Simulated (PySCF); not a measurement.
**CaIn: bond curves at several levels of theory**

One table from this session's results is given with a row withheld; the runs are named, their logs left out.

Method: Ca def2-SVPD, In def2-SVPD with ECP28, scalar-relativistic core potentials; program: PySCF 2.14.0.

The first run:

The job is set up so:

```yaml
atoms: Ca, In
charge: 0
basis: Ca def2-SVPD, In def2-SVPD with ECP28
Hamiltonian: scalar-relativistic core potentials
basis_functions: 59
electrons_treated: 41
masses_in_u: 39.9626, 114.9039
levels: PBE0, PBE, r²SCAN, B2PLYP, B97-3, LDA, ωB97X, HF, MP2, SCS-MP2
grid: 80 radial by 434 angular points
occupations: held fixed by the projection of orbital angular momentum
dissociation_limit: Ca + In, each in its ground configuration
starting_distance_in_angstrom: 2.980
values_of_2S_to_try: 1, 3
```

Among the steps run: Set-up; PBE0 along the bond; Excited determinants; PBE; r²SCAN (meta-GGA); B2PLYP (double hybrid); B97-3; LDA (local density); ωB97X (range-separated hybrid); ROHF (mean field).

One table of the session follows, with a row left open; its other results are not shown here.

Energy (eV) from each level's lowest point:

```
R (Å)   ROHF  ROHF-MP2  ROHF-SCS-MP2    LDA    PBE
2.823  0.696     0.424         0.457  0.190  0.291
2.955  0.436     0.213         0.239  0.060  0.122
3.086      ?         ?             ?      ?      ?
3.184  0.175     0.036         0.049  0.000  0.005
3.283  0.113     0.009         0.016  0.016  0.000
3.381  0.070     0.000         0.001  0.047  0.013
3.513  0.034     0.008         0.000  0.105  0.049
3.677  0.010     0.035         0.017  0.193  0.114
3.874  0.000     0.079         0.050  0.306  0.203
4.137  0.000     0.139         0.096  0.453  0.324
```

Q: Estimate the row for R (Å) = 3.086 from the others.

Worked estimate for «ROHF». A straight line through the neighbours (2.955, 0.436) and (3.184, 0.175) gives 0.436 + (0.175 − 0.436) × (3.086 − 2.955) / (3.184 − 2.955) = 0.287; a parabola fitted to 4 rows on both sides gives 0.260.

**Answer.** ROHF: 0.263; ROHF-MP2: 0.089; ROHF-SCS-MP2: 0.107; LDA: 0.006; PBE: 0.033. In «ROHF» the line misses by +0.024 and the parabola by -0.003.

State 2 has its PBE0 minimum 0.22 eV higher. State 3 has its PBE0 minimum 0.58 eV higher. State 4 has its PBE0 minimum 0.72 eV higher. The other levels ran on the lowest alone.
